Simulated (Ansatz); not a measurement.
# CH4BFSe: up Jacob's ladder to CCSD(T)

One table from this session's results is given with a row withheld; the runs are named, their logs left out.

The runs use Ansatz 0.2.0, Gaussian basis; functionals in def2-TZVPP, the program's frozen cores in correlated methods.

Levels to be run: LDA (SPW92), PBE-D4, revPBE-D4, BLYP-D4, r2SCAN-D4, B97M-V, PBE0-D4, B3LYP-D4, r2SCANh-D4, r2SCAN0-D4, HSE06-D4, BHLYP-D4, CAM-B3LYP-D4, LC-ωPBE, ωB97X-V, ωB97M-V, B2PLYP, PBE-QIDH; CCSD(T)/def2-SVP; CCSD(T)/def2-TZVPP; MP2/def2-QZVPP; extrapolation to the limit; RPA on PBE.

**The relaxed structure**

All runs share one geometry, relaxed beforehand with PBE0-D4 in a triple-zeta def2 set.

8 atoms, charge 0, spin multiplicity 1.

Atoms are counted from 1 here; the program's logs count them from 0.

Bond lengths: C1–B2 1.557 Å, C1–H5 1.096 Å, C1–H6 1.089 Å, C1–H7 1.095 Å, B2–F3 1.330 Å, B2–Se4 1.950 Å, Se4–H8 1.466 Å. Angles: B2–C1–H5 109.2°, B2–C1–H6 114.6°, B2–C1–H7 109.4°, H5–C1–H6 108.5°, H5–C1–H7 106.2°, H6–C1–H7 108.6°, C1–B2–F3 119.3°, C1–B2–Se4 126.3°, F3–B2–Se4 114.5°, B2–Se4–H8 94.6°.

The first run:

File in.yaml:

```yaml
crystal:
  periodic: [false, false, false]
  atoms:
    - {symbol: C, position_ang: [0.031588, 0.924787, -0.033231]}
    - {symbol: B, position_ang: [0.433311, -0.535517, -0.395562]}
    - {symbol: F, position_ang: [1.392325, -0.742246, -1.294094]}
    - {symbol: Se, position_ang: [-0.342681, -2.163433, 0.345727]}
    - {symbol: H, position_ang: [-0.308763, 1.440571, -0.937901]}
    - {symbol: H, position_ang: [-0.746565, 1.005790, 0.724113]}
    - {symbol: H, position_ang: [0.915836, 1.469927, 0.314182]}
    - {symbol: H, position_ang: [-1.283050, -1.457179, 1.221166]}
basis:
  gaussian: {orbitals: def2-TZVPP}
hamiltonian: {xc: lda}
output: {orbitals: {seedname: orbitals}}
```

Steps of the session up to this table: LDA; PBE-D4 (GGA); revPBE-D4 (GGA); BLYP-D4 (GGA); r2SCAN-D4 (meta-GGA); B97M-V (meta-GGA); PBE0-D4 (hybrid); B3LYP-D4 (hybrid); r2SCANh-D4 (hybrid); r2SCAN0-D4 (hybrid); HSE06-D4 (hybrid); BHLYP-D4 (hybrid); CAM-B3LYP-D4 (range-separated); LC-ωPBE-D4 (range-separated; the results give it without D4); ωB97X-V (range-separated); ωB97M-V (range-separated); B2PLYP (double hybrid); PBE-QIDH (double hybrid).

One table of the session follows, with a row left open; its other results are not shown here.

It belongs to the step «Orbital energies across the functionals». 

```
  functional  HOMO (eV)  gap (eV)
 LDA (SPW92)      -6.54      4.99
      PBE-D4      -6.38      5.09
   revPBE-D4      -6.32      5.13
     BLYP-D4      -6.21      5.07
   r2SCAN-D4      -6.65      5.70
      B97M-V      -6.67      5.80
     PBE0-D4      -7.51      7.17
    B3LYP-D4      -7.27      6.73
  r2SCANh-D4          ?         ?
  r2SCAN0-D4      -7.70      7.57
    HSE06-D4      -7.12      6.39
    BHLYP-D4      -8.49      9.22
CAM-B3LYP-D4      -8.78      9.58
     LC-ωPBE     -10.14     12.09
     ωB97X-V      -9.79     11.68
     ωB97M-V      -9.66     11.36
```

Q: Estimate the row for r2SCANh-D4 from the others.

Worked estimate for «HOMO (eV)». Against the share of exact exchange, r2SCAN-D4 (0, -6.65), r2SCAN0-D4 (0.25, -7.70) give a slope of -4.20 per unit share; at 0.1 the line stands at -7.07.

**Answer.** HOMO (eV): -7.07; gap (eV): 6.45. In «HOMO (eV)» the line misses by 0.00.
